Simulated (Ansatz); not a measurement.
# singlet [InNH3]+: levels of theory compared

Aim: a comparison of 6 runs (HF/STO-3G, PBE/def2-SVP, wB97M-V/def2-SVP, MP2/def2-SVP, BCCD(T)/def2-SVP, CCSD/def2-SVP) of singlet [InNH3]+. 

The calculation is run with Ansatz 0.2.0.

41 further runs of the same task are left out: 41 set aside as unsound or not needed.

**1. Starting point**

The species is [InNH3]+ (5 atoms), meant as a singlet with charge +1. As SMILES of the parent species, `[NH2][InH]`. The shape is that of a PBE0-D4/def2-TZVP optimisation. This is one conformer, not always the lowest. That shape belongs to the parent species and isn't relaxed for this state.

Bond lengths: N1–In2 2.036 Å, N1–H3 1.011 Å, N1–H4 1.009 Å, In2–H5 1.761 Å. Angles: N1–In2–H5 116.4°, In2–N1–H3 120.0°, In2–N1–H4 120.8°, H3–N1–H4 109.8°.

**2. The energy at HF/STO-3G (run 1)**

The input, run.yaml:

```yaml
crystal:
  periodic: [false, false, false]
  atoms:
    - symbol: N
      position_ang: [-0.299400, -0.736500, 0.264700]
    - symbol: In
      position_ang: [0.846600, 0.946400, 0.296000]
    - symbol: H
      position_ang: [-0.846800, -0.960800, -0.554700]
    - symbol: H
      position_ang: [0.017600, -1.585600, 0.707600]
    - symbol: H
      position_ang: [0.331900, 2.262600, -0.755100]
basis:
  gaussian:
    orbitals: STO-3G
total_charge: 1
hamiltonian:
  xc: hf
accuracy: high
output: {orbitals: {seedname: orbitals}}
```

Launch:

```console
$ ansatz run run.yaml --threads 1 --pin off --max-ram 3480MiB --events-out events.jsonl --progress --plain --runs-dir runs
```

The program printed:

```text
Warning: RAYON_NUM_THREADS=1 ignored (pool sized by the plan → 1); use --threads N
Functional definition: HF
  name "HF"
  exchange = exact_x
  correlation = 0
641 factors; integrals over basis functions are off by at most 3.8e-9 eV
mean field evaluation 1: about -156138.3358 eV, gradient 3.4e1 eV
mean field evaluation 2: about -156138.3745 eV, gradient 3.4e1 eV
mean field evaluation 4: about -156143.0332 eV, gradient 2.3e0 eV
mean field evaluation 8: about -156143.0709 eV, gradient 2.3e-3 eV
mean field -156143.07094787 eV, -5738.1520197594 hartree, gradient 2.0e-8 eV, S^2 0.000000; 0 other end points of the search recorded, 0 dependent functions left out
reference -156143.07094787 eV, -5738.1520197594 hartree; 29, 29 occupied and 6, 6 virtual orbitals, 641 factors
Total energy: -156143.07094787 eV, -5738.1520197594 hartree
```

Wall time 0.54 s (1 thread of Arm Neoverse V1, shared host).

**3. The energy at PBE/def2-SVP (core potential) (run 2)**

The input, input.yaml:

```yaml
basis:
  gaussian:
    orbitals: def2-SVP
crystal:
  periodic: [false, false, false]
  atoms:
    - {symbol: N, position_ang: [-0.299400, -0.736500, 0.264700]}
    - {symbol: In, position_ang: [0.846600, 0.946400, 0.296000]}
    - {symbol: H, position_ang: [-0.846800, -0.960800, -0.554700]}
    - {symbol: H, position_ang: [0.017600, -1.585600, 0.707600]}
    - {symbol: H, position_ang: [0.331900, 2.262600, -0.755100]}
total_charge: 1
magnetization:
  spin_polarized: false
  initial_magnetization: 0
hamiltonian:
  xc: pbe
accuracy: high
output: {orbitals: {seedname: orbitals}}
```

Launch:

```console
$ ansatz run input.yaml --threads 1 --pin off --max-ram 3480MiB --events-out events.jsonl --progress --plain --runs-dir runs
```

The program printed:

```text
Warning: RAYON_NUM_THREADS=1 ignored (pool sized by the plan → 1); use --threads N
Functional definition: PBE
  name "PBE"
  parameter kappa = 0.804
  parameter beta = 0.06672455060314922
  exchange = pbe_x(kappa = kappa, mu = beta*pi^2/3)
  correlation = pbe_c(beta = beta)
1329 factors; integrals over basis functions are off by at most 3.4e-9 eV
mean field evaluation 1: about -6675.4977 eV, gradient 1.0e2 eV
mean field evaluation 2: about -6503.9905 eV, gradient 1.6e2 eV
mean field evaluation 4: about -6699.1769 eV, gradient 1.7e1 eV
mean field evaluation 8: about -6700.8687 eV, gradient 9.1e-2 eV
mean field evaluation 16: about -6700.8640 eV, gradient 1.1e-4 eV
mean field -6700.86403695 eV, -246.2522113491 hartree, gradient 7.7e-9 eV, S^2 0.000000; 1 other end points of the search recorded, 0 dependent functions left out
reference -6700.86404063 eV, -246.2522114846 hartree; 15, 15 occupied and 40, 40 virtual orbitals, 1329 factors
Total energy: -6700.86404063 eV, -246.2522114846 hartree
```

Wall time 3.3 s (1 thread of Arm Neoverse V1, shared host); peak memory 0.14 GiB.

Runs 3 to 4 aren't shown in full; the table further down has their settings and results.

**4. The energy at BCCD(T)/def2-SVP (core potential) (run 5)**

The input, in.yaml:

```yaml
crystal:
  periodic: [false, false, false]
  atoms:
    - symbol: N
      position_ang: [-0.299400, -0.736500, 0.264700]
    - symbol: In
      position_ang: [0.846600, 0.946400, 0.296000]
    - symbol: H
      position_ang: [-0.846800, -0.960800, -0.554700]
    - symbol: H
      position_ang: [0.017600, -1.585600, 0.707600]
    - symbol: H
      position_ang: [0.331900, 2.262600, -0.755100]
basis:
  gaussian: {orbitals: def2-SVP}
total_charge: 1
correlation: {method: bccd_t, frozen_orbitals: {H: 0, In: 4, "N": 1}}
accuracy: high
scf: {omitted_lower_state_checks: [cluster_reference, increment]}
```

Launch:

```console
$ ansatz run in.yaml --threads 1 --pin off --max-ram 3480MiB --events-out events.jsonl --progress --plain --runs-dir runs
```

The program printed, cut to the lines that bear on the results:

```text
Warning: RAYON_NUM_THREADS=1 ignored (pool sized by the plan → 1); use --threads N
[... 2 set-up lines as earlier in the session ...]
[...]
1329 factors; integrals over basis functions are off by at most 3.4e-9 eV
[...]
mean field -6668.20845302 eV, -245.0521407746 hartree, gradient 2.4e-8 eV, S^2 0.000000; 1 other end points of the search recorded, 0 dependent functions left out; unrestricted orbitals would lower it
5 core orbitals not correlated: weight in the atoms' cores, before any rotation towards them, 1.000 or more for the frozen orbitals, at most 0.000 for the correlated occupied ones
reference -6668.20845302 eV, -245.0521407746 hartree; 10, 10 occupied and 40, 40 virtual orbitals, 1329 factors
second order -6.85712845 eV of doubles, -0.00000000 eV of singles
cycle   1  -7.10535494 eV  change   -2.5e-1 eV  update   9.6e-2
[...]
cycle  27  -7.43204363 eV  change  -7.7e-10 eV  update   1.6e-9
perturbative correction -0.28780737 eV, -0.0105767257 hartree
Total energy: -6675.92830402 eV, -245.3358400659 hartree
Checks for a lower state left out: cluster_reference, increment
```

Run time: 5.4 s. Hardware: 1 thread of Arm Neoverse V1, shared host; peak memory 0.23 GiB.

**5. A single-point energy at CCSD/def2-SVP (core potential) (run 6)**

The input, molecule.yaml:

```yaml
crystal:
  periodic: [false, false, false]
  atoms:
    - {symbol: "N", position_ang: [-0.299400, -0.736500, 0.264700]}
    - {symbol: In, position_ang: [0.846600, 0.946400, 0.296000]}
    - {symbol: H, position_ang: [-0.846800, -0.960800, -0.554700]}
    - {symbol: H, position_ang: [0.017600, -1.585600, 0.707600]}
    - {symbol: H, position_ang: [0.331900, 2.262600, -0.755100]}
basis:
  gaussian: {orbitals: def2-SVP}
total_charge: 1
correlation: {method: ccsd, frozen_orbitals: {H: 0, In: 4, "N": 1}}
accuracy: high
scf: {omitted_lower_state_checks: [cluster_reference, increment]}
```

Launch:

```console
$ ansatz run molecule.yaml --threads 1 --pin off --max-ram 3480MiB --events-out events.jsonl --progress --plain --runs-dir runs
```

The program printed, cut to the lines that bear on the results:

```text
Warning: RAYON_NUM_THREADS=1 ignored (pool sized by the plan → 1); use --threads N
[... 2 set-up lines as earlier in the session ...]
[...]
1329 factors; integrals over basis functions are off by at most 3.4e-9 eV
[...]
mean field -6668.20845302 eV, -245.0521407746 hartree, gradient 2.4e-8 eV, S^2 0.000000; 1 other end points of the search recorded, 0 dependent functions left out; unrestricted orbitals would lower it
5 core orbitals not correlated: weight in the atoms' cores, before any rotation towards them, 1.000 or more for the frozen orbitals, at most 0.000 for the correlated occupied ones
reference -6668.20845302 eV, -245.0521407746 hartree; 10, 10 occupied and 40, 40 virtual orbitals, 1329 factors
second order -6.85712845 eV of doubles, -0.00000000 eV of singles
cycle   1  -7.08841331 eV  change   -2.3e-1 eV  update   9.6e-2
[...]
cycle  27  -7.46352101 eV  change   2.2e-10 eV  update   1.1e-9
Total energy: -6675.67197403 eV, -245.3264201127 hartree
Checks for a lower state left out: cluster_reference, increment
```

It took 3.6 s on 1 thread of Arm Neoverse V1, shared host; peak memory 0.2 GiB.

**6. All runs side by side**

```csv
run,level,core potential,frozen core orbitals,energy (Eh),wall time
1,HF/STO-3G,none,–,-5738.152020,0.54 s
2,PBE/def2-SVP (core potential),def2-SVP,–,-246.252211,3.3 s
3,wB97M-V/def2-SVP (core potential),def2-SVP,–,-246.231856,32 s
4,MP2/def2-SVP (core potential),def2-SVP,5,-245.304136,1.3 s
5,BCCD(T)/def2-SVP (core potential),def2-SVP,5,-245.335840,5.4 s
6,CCSD/def2-SVP (core potential),def2-SVP,5,-245.326420,3.6 s
```

**7. What came out**

| quantity | value |
| --- | --- |
| run 6: total energy | -245.32642 Eh |
| run 6: correlation energy (5 core orbitals frozen) | -274.3 mEh |
| run 6: T1 diagnostic | 0.023 |

In words: Over runs 1, 2, 3 the HOMO–LUMO gap runs from 1.00 eV (PBE/def2-SVP) to 9.34 eV (HF/STO-3G). The two ends differ in method and basis and core potential. Totals of different functionals can't be ranked against each other. Some runs of one species differ in core potentials or relativity; totals across that change don't compare. In runs 4, 5, 6 the log says that unrestricted orbitals would lower the reference, so the values rest on an unstable closed-shell determinant (other closed-shell runs at this shape may share the fault). In run 1 the basis is minimal, so the values are rough. In run 1 relativity is left out where basis or elements ask for it. All runs together took 46 s, the longest 32 s.
